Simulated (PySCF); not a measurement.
# C3H8FNSi: the cost of one run

Programs: PySCF 2.14.0, with density-fitted response routines of our own. Each step states its level of theory. These are calculated values for one molecule in the gas phase, unless marked as measured. Atoms count from 0, in the outputs and in this text.

## Step 1: Starting geometry

14 atoms, charge 0, multiplicity 1; geometry from: GFN2-xTB. The atoms were then displaced at random by about 0.01 Å, so the start is not that level's minimum.

Bonds of the start (Å): C0–N1 1.26, N1–Si2 1.73, Si2–F3 1.63, Si2–C4 1.88, C4–C5 1.52, C0–H6 1.11, C0–H7 1.06, Si2–H8 1.46, C4–H9 1.10, C4–H10 1.11, C5–H11 1.09, C5–H12 1.10, C5–H13 1.10.

## Step 2: Geometry optimisation at PBE0-D3(BJ)/def2-SVP

The job: settings as JSON, then the geometry in Å.

```
{"job": {"xc": "PBE0", "basis": "def2-SVP", "d3": "d3bj", "grid": 1, "shake": 0.01, "kind": "geom"}, "charge": 0, "multiplicity": 1}
C      2.405850    -0.698980    -0.321370
N      1.640370    -0.447060     0.648020
Si     0.505590     0.762870     1.122780
F      0.946010     0.985370     2.678270
C     -1.195130    -0.035350     1.006190
C     -1.725520    -0.132860    -0.411750
H      2.527600    -0.009960    -1.183000
H      2.973150    -1.592700    -0.354610
H      0.585550     2.110000     0.578050
H     -1.164550    -1.026670     1.473120
H     -1.902150     0.553670     1.622790
H     -1.048430    -0.740910    -1.013930
H     -1.832450     0.856020    -0.876610
H     -2.723050    -0.598530    -0.415650
```

Run with:

```
$ OMP_NUM_THREADS=1 python probes_run.py task.json out
```

One launch serves the whole session: the jobs run in the order shown.

**Question.** How long does this first job take on 1 thread of Arm Neoverse N1, shared host, and how much memory does it need?

About 1.8 min, with a peak of 0.5 GiB.
